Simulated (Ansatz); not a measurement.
# Cd3In3O2: the cost of one run

Method: DFT PBE, scalar-relativistic, plane waves, PAW, unless a step names another level, in Ansatz 0.2.0.

7 further runs of the same task are left out: 7 set aside as unsound or not needed. Runs told in other sessions of the task aren't counted.

## (1) The formula and the candidates

Pauling electronegativities: Cd 1.69, In 1.78, O 3.44 (spread 1.75). No set of common oxidation states balances it. Tabulated atomic sizes suggest about 20 Å³/atom. 29 candidates were drawn, by swapping species into database cells of other compounds, at random by space group and Wyckoff sites, or by hand, as the table says:

| name | made from | space group no. | Wyckoff sites | atoms (primitive cell) | V (Å³/atom) |
| --- | --- | --- | --- | --- | --- |
| c01 | random | 99 | Cd 1a, 1a, 1a; In 2c, 1b; O 2c | 8 | 23.4 |
| c02 | database cell of Nb3V3Ir2 | 155 | Cd 9e; In 9d; O 6c | 8 | 21.9 |
| c03 | random | 166 | Cd 9e; In 9d; O 3a, 3b | 8 | 21.6 |
| c04 | database cell of Ti3In3Rh2 | 189 | Cd 3f; In 3g; O 2c | 8 | 20.1 |
| c05 | random | 191 | Cd 2d, 1a; In 3f; O 2c | 8 | 22.1 |
| c06 | database cell of Y2In3Sn3 | 47 | Cd 2t, 1g; In 1e, 1d, 1b; O 2q | 8 | 20.7 |
| c07 | built by hand: litharge-type In2O2 layer with metal slab | 115 | Cd 2g, 1c; In 2g, 1d; O 1a, 1b | 8 | 19.8 |
| c08 | built by hand: layered oxygen-deficient rocksalt | 123 | Cd 2g, 1a; In 2h, 1d; O 2g | 8 | 19.8 |
| c09 | random | 160 | Cd 9b; In 9b; O 3a, 3a | 8 | 22.2 |
| c10 | random | 139 | Cd 4c, 2b; In 4e, 2a; O 4d | 8 | 24.3 |
| c11 | random | 187 | Cd 1d, 1a, 1f; In 2i, 1b; O 2g | 8 | 21.9 |
| c12 | random | 221 | Cd 3d; In 3c; O 1b, 1a | 8 | 22.6 |
| c13 | random | 139 | Cd 4d, 2b; In 4e, 2a; O 4c | 8 | 20.3 |
| c14 | database cell of Nb3Al2Mo3 | 155 | Cd 9d; In 9e; O 6c | 8 | 20.6 |
| c15 | database cell of La2Tl3Pb3 | 47 | Cd 1g, 1b, 1d; In 2t, 1e; O 2q | 8 | 19.5 |
| c16 | random | 166 | Cd 9e; In 6c, 3b; O 6c | 8 | 22.6 |
| c17 | database cell of Zr2Pd3Rh3 | 47 | Cd 1e, 1d, 1b; In 2t, 1g; O 2q | 8 | 22.5 |
| c18 | random | 189 | Cd 3f; In 3g; O 1a, 1b | 8 | 24.8 |
| c19 | database cell of Zr2Zn3Ga3 | 47 | Cd 1b, 1g, 1e; In 2t, 1d; O 2q | 8 | 20.5 |
| c20 | random | 221 | Cd 3c; In 3d; O 1b, 1a | 8 | 23.9 |
| c21 | random | 123 | Cd 2h, 1a; In 2g, 1d; O 2f | 8 | 20.7 |
| c22 | built by hand: 312 MAX-derived, triple A layer | 164 | Cd 1a, 2d; In 2d, 1b; O 2d | 8 | 19.8 |
| c23 | random | 155 | Cd 9e; In 9d; O 3b, 3a | 8 | 22.8 |
| c24 | random | 139 | Cd 2a, 4c; In 2b, 4e; O 4d | 8 | 24.1 |
| c25 | built by hand: CdI2-type InO2 sheet with Cd-In metal slab | 164 | Cd 2d, 1b; In 1a, 2d; O 2d | 8 | 19.8 |
| c26 | random | 191 | Cd 3f; In 2e, 1b; O 2c | 8 | 22.8 |
| c27 | random | 119 | Cd 4f, 2a; In 2b, 2c, 2d; O 4e | 8 | 25.3 |
| c28 | random | 99 | Cd 2c, 1a; In 2c, 1b; O 1a, 1a | 8 | 22.5 |
| c29 | random | 191 | Cd 2c, 1a; In 3g; O 2e | 8 | 23.0 |

## (2) Screening run of c08

Input file input.yaml:

```yaml
crystal:
  lattice:
    - [3.32, 0.0, 0.0]
    - [0.0, 3.32, 0.0]
    - [0.0, 0.0, 14.4]
  atoms:
    - { symbol: Cd, position: [0.0, 0.0, 0.333333] }
    - { symbol: Cd, position: [0.0, 0.0, 0.666667] }
    - { symbol: Cd, position: [0.0, 0.0, 0.0] }
    - { symbol: In, position: [0.5, 0.5, 0.166667] }
    - { symbol: In, position: [0.5, 0.5, 0.833333] }
    - { symbol: In, position: [0.5, 0.5, 0.5] }
    - { symbol: O, position: [0.0, 0.0, 0.166667] }
    - { symbol: O, position: [0.0, 0.0, 0.833333] }
basis:
  ecutwfc: 420
kpoints:
  mp_grid: { grid: [5, 5, 2] }
hamiltonian:
  xc: pbe
scf:
  occupations: { method: gaussian, width: 0.2 }
  lower_state_search: "off"
output:
  forces: true
  stress: true
  eigenvalues: true
relax:
  adjacent_minimum: "off"
  f_tol: 0.08
  max_steps: 16
  cell: { stress_tol: 0.8 }
```

On the command line:

```sh
> ansatz run input.yaml --threads 1 --pin off --max-ram 2560MiB --backend cpu --events-out ev --progress --plain --runs-dir out
```

What time and memory should one allow on 1 thread of Intel Xeon 6975P-C (Granite Rapids), shared host?

About 44 s, with a peak of 0.51 GiB.
